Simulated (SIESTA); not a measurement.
Mg4Cd3, 7 atoms in the cell. The cell holds a slab with vacuum, 7 atoms: a = 3.314 Å, b = 3.314 Å, c = 26.507 Å, α = 90.00°, β = 90.00°, γ = 90.00°. 

| Quantity | Value |
| --- | --- |
| Program | SIESTA 5.4.2 |
| Task | band structure |
| Functional | VV10 |
| Potentials or basis | PseudoDojo 0.4 standard (PBE files) |
| Basis | DZP (energy shift 0.003 Ry; two zetas on semicore shells) |
| Grid cutoff | 800 Ry |
| Energy shift | 0.003 Ry |
| k mesh | 8 × 8 × 1 |
| Occupations | fermi-dirac, width 0.05 eV |
| Spin | no spin polarisation |
| dipole correction | yes |

Potentials or basis: PseudoDojo 0.4 standard (PBE files), DZP (energy shift 0.003 Ry; two zetas on semicore shells).

Run with:

```sh
$ python run.py
```

Hardware: 1 thread of Arm Neoverse V2, on a shared host.

Question: Estimate the wall time of this run.

Answer: Wall time 4.6 min on 1 thread of Arm Neoverse V2, on a shared host, peak memory 1.2 GiB. Counts: scf iterations 13, k points 37, bands 121.
